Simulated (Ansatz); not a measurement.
**MgZnH2 (SMILES [MgH][ZnH]): functionals against CCSD(T) at one geometry**

The atoms stand at a structure displaced at random from a GFN2-xTB minimum. How far do the functionals agree with CCSD(T) there?

The runs use Ansatz 0.2.0, Gaussian basis; single points in def2-TZVPP.

Cores are frozen in the correlated methods. The 3s and 3p shells of Cu and Zn are frozen; filled d shells are correlated. The outer core shell of Li, Na, Mg and K is correlated.

## (1) The starting structure

SMILES `[MgH][ZnH]`, 4 atoms, charge 0, spin multiplicity 1.

Atoms are counted from 1 here; the program's logs count them from 0.

Bond lengths: Mg1–Zn2 2.429 Å, Mg1–H3 1.751 Å, Zn2–H4 1.599 Å. Angles: Zn2–Mg1–H3 177.7°, Mg1–Zn2–H4 178.6°.

Coordinates:

```mol
H2MgZn
  3D, bonds by distance, orders not assigned

  4  3  0  0  0  0  0  0  0  0999 V2000
    0.1404   -1.0071    0.5861 Mg  0  0
   -0.1653    1.1039   -0.5765 Zn  0  0
    0.3597   -2.5608    1.3633 H   0  0
   -0.3829    2.5087   -1.3083 H   0  0
  1  2  8  0
  1  3  8  0
  2  4  8  0
M  END
```

## (2) CCSD(T)/def2-TZVPP

run/in.yaml

```yaml
crystal:
  periodic: [false, false, false]
  atoms:
    - {symbol: Mg, position_ang: [0.140400, -1.007100, 0.586100]}
    - {symbol: Zn, position_ang: [-0.165300, 1.103900, -0.576500]}
    - {symbol: H, position_ang: [0.359700, -2.560800, 1.363300]}
    - {symbol: H, position_ang: [-0.382900, 2.508700, -1.308300]}
basis:
  gaussian: {orbitals: def2-TZVPP}
correlation: {method: ccsd_t, frozen_orbitals: {H: 0, Mg: 1, Zn: 9}}
output: {forces: true}
```

No record of the launch command was kept for these runs.

## (3) PBE0-D4/def2-TZVPP

Changes to run/in.yaml since step 2:

```diff
@@ -9,3 +9,3 @@
   gaussian: {orbitals: def2-TZVPP}
-correlation: {method: ccsd_t, frozen_orbitals: {H: 0, Mg: 1, Zn: 9}}
-output: {forces: true}
+hamiltonian: {xc: pbe0, dispersion: d4}
+output: {forces: true, orbitals: {seedname: orbitals}}
```

## (4) wB97M-V/def2-TZVPP

Changes to run/in.yaml since step 3:

```diff
@@ -9,3 +9,3 @@
   gaussian: {orbitals: def2-TZVPP}
-hamiltonian: {xc: pbe0, dispersion: d4}
-output: {forces: true, orbitals: {seedname: orbitals}}
+hamiltonian: {xc: {name: wB97M-V}}
+output: {forces: true}
```

## (5) r2SCAN-D4/def2-TZVPP

Changes to run/in.yaml since step 4:

```diff
@@ -9,3 +9,3 @@
   gaussian: {orbitals: def2-TZVPP}
-hamiltonian: {xc: {name: wB97M-V}}
+hamiltonian: {xc: r2scan, dispersion: d4}
 output: {forces: true}
```

## (6) PBE-D4/def2-TZVPP

Changes to run/in.yaml since step 5:

```diff
@@ -9,3 +9,3 @@
   gaussian: {orbitals: def2-TZVPP}
-hamiltonian: {xc: r2scan, dispersion: d4}
+hamiltonian: {xc: pbe, dispersion: d4}
 output: {forces: true}
```

## (7) CAM-B3LYP-D4/def2-TZVPP

Changes to run/in.yaml since step 6:

```diff
@@ -9,3 +9,3 @@
   gaussian: {orbitals: def2-TZVPP}
-hamiltonian: {xc: pbe, dispersion: d4}
+hamiltonian: {xc: {name: CAM-B3LYP}, dispersion: d4}
 output: {forces: true}
```

## (8) revPBE-D4/def2-TZVPP

Changes to run/in.yaml since step 7:

```diff
@@ -9,3 +9,3 @@
   gaussian: {orbitals: def2-TZVPP}
-hamiltonian: {xc: {name: CAM-B3LYP}, dispersion: d4}
+hamiltonian: {xc: {name: revPBE}, dispersion: d4}
 output: {forces: true}
```

(Steps that only read results are left out.)

Before running it: what results should come out? Wanted: energy less free atoms, CCSD(T)/def2-TZVPP; RMS force component; RMS force error; HOMO and LUMO, PBE0-D4; T1 diagnostic.

As calculated:

| quantity | value |
| --- | --- |
| energy less free atoms, CCSD(T)/def2-TZVPP | -426.7 kJ/mol |
| RMS force component | 0.556 to 0.650 eV/Å over the methods |
| RMS force error | PBE0-D4 0.066, wB97M-V 0.078, r2SCAN-D4 0.054, PBE-D4 0.114, CAM-B3LYP-D4 0.068, revPBE-D4 0.116 eV/Å |
| HOMO and LUMO, PBE0-D4 | -6.09 and -1.73 eV |
| T1 diagnostic | 0.013 |

**Reading.** Against CCSD(T) the functionals' energies less atoms differ by -43.0 to +0.6 kJ/mol, PBE-D4 by -5.2 kJ/mol. The reference is not at the basis limit: in triple zeta CCSD(T) underbinds, which counts against methods that bind more; the gaps are no ranking. On forces the order runs from r2SCAN-D4 to revPBE-D4. Frozen-core CCSD(T) forces in triple zeta carry basis errors of their own, and this is one geometry, so small gaps rank nothing.
